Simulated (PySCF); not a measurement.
# Solver options tried on InP (triplet)

Aim: find out which solver settings change the answer for InP (triplet).

Method: each script names its method and basis; program: PySCF 2.14.0.

## Step 1: The starting structure

InP (triplet): 2 atoms, charge 0, spin multiplicity 3.

Bond lengths: In1–P2 2.210 Å.

## Step 2: The run that the others are compared with

Contents of input.py:

```python
from pyscf import gto, scf, mcscf, mrpt

mol = gto.M(
    atom='In 0 0 0; P 0 0 2.21',
    basis='lanl2dz',
    ecp={'In': 'lanl2dz', 'P': 'lanl2dz'},
    charge=0,
    spin=2,
    verbose=4,
)
mf = scf.ROHF(mol)
mf.kernel()
mc = mcscf.CASSCF(mf, 4, 2)
mc.kernel()
mc.analyze()
mrpt.NEVPT(mc).kernel()
mf.dip_moment()
print('orbital energies (hartree):', mf.mo_energy[..., max(0, mol.nelec[1]-3):mol.nelec[0]+3].round(4))
```

Started as:

```
> OMP_NUM_THREADS=1 python input.py
```

The log of this run is left out.

It gives: E(SCF) = -8.063071 Eh, 12 cycles, E(CAS) − E(SCF) = 0.00000 Eh, NEVPT2 = -0.05452 Eh, μ = 2.72 D (of the SCF density).

The bond length is a typed value, not an optimised one. The triplet is typed in the script; nothing here shows that it is the ground state.

## Step 3: Second-order solver on

Run 1 changes second-order solver: off → on.

Contents of input.py:

```python
from pyscf import gto, scf, mcscf, mrpt

mol = gto.M(
    atom='In 0 0 0; P 0 0 2.21',
    basis='lanl2dz',
    ecp={'In': 'lanl2dz', 'P': 'lanl2dz'},
    charge=0,
    spin=2,
    verbose=4,
)
mf = scf.ROHF(mol)
mf = mf.newton()
mf.kernel()
mc = mcscf.CASSCF(mf, 4, 2)
mc.kernel()
mc.analyze()
mrpt.NEVPT(mc).kernel()
mf.dip_moment()
print('orbital energies (hartree):', mf.mo_energy[..., max(0, mol.nelec[1]-3):mol.nelec[0]+3].round(4))
```

Started as:

```
> OMP_NUM_THREADS=1 python input.py
```

## Step 4: Smearing width 0.05 hartree

Run 2 changes smearing width: none → 0.05 hartree; step after the SCF: nevpt2 → none.

Changes to input.py since step 2:

```diff
@@ -1,2 +1,2 @@
-from pyscf import gto, scf, mcscf, mrpt
+from pyscf import gto, scf
 
@@ -11,7 +11,4 @@
 mf = scf.ROHF(mol)
+mf = scf.addons.smearing_(mf, sigma=0.05, method='fermi')
 mf.kernel()
-mc = mcscf.CASSCF(mf, 4, 2)
-mc.kernel()
-mc.analyze()
-mrpt.NEVPT(mc).kernel()
 mf.dip_moment()
```

Q: Predict the outcome of this session. Wanted: for each run, E(SCF); from base; SCF dipole; after the SCF.

The runs gave:

```tsv
run	E(SCF) (hartree)	from base (eV)	cycles	SCF dipole (D)	after the SCF
base	-8.063071	0	12	2.72	NEVPT2 correlation -1.484 eV (from the SCF energy, the CASSCF gain included)
second-order solver on	-8.063071	0.0000	4 macro	2.72	NEVPT2 correlation -1.484 eV (from the SCF energy, the CASSCF gain included)
smearing width 0.05 hartree (poor choice)	-7.891388	not comparable	25	3.88	n/a
```

Distance from each run's final energy (log10 hartree) by cycle:

```tsv
run	cycle 1	cycle 2	cycle 3	cycle 5	cycle 8	cycle 12
base	-1.0	-1.4	-2.1	-3.0	-5.7	-10.6
second-order solver on	-3.1	-8.5	-9.4	done	done	done
smearing width 0.05 hartree (poor choice)	-0.5	-0.8	-1.3	-1.5	-2.2	-5.1
```

In words: With second-order solver on the SCF ends at the base energy. Rows marked «poor choice» come from settings spoiled on purpose.
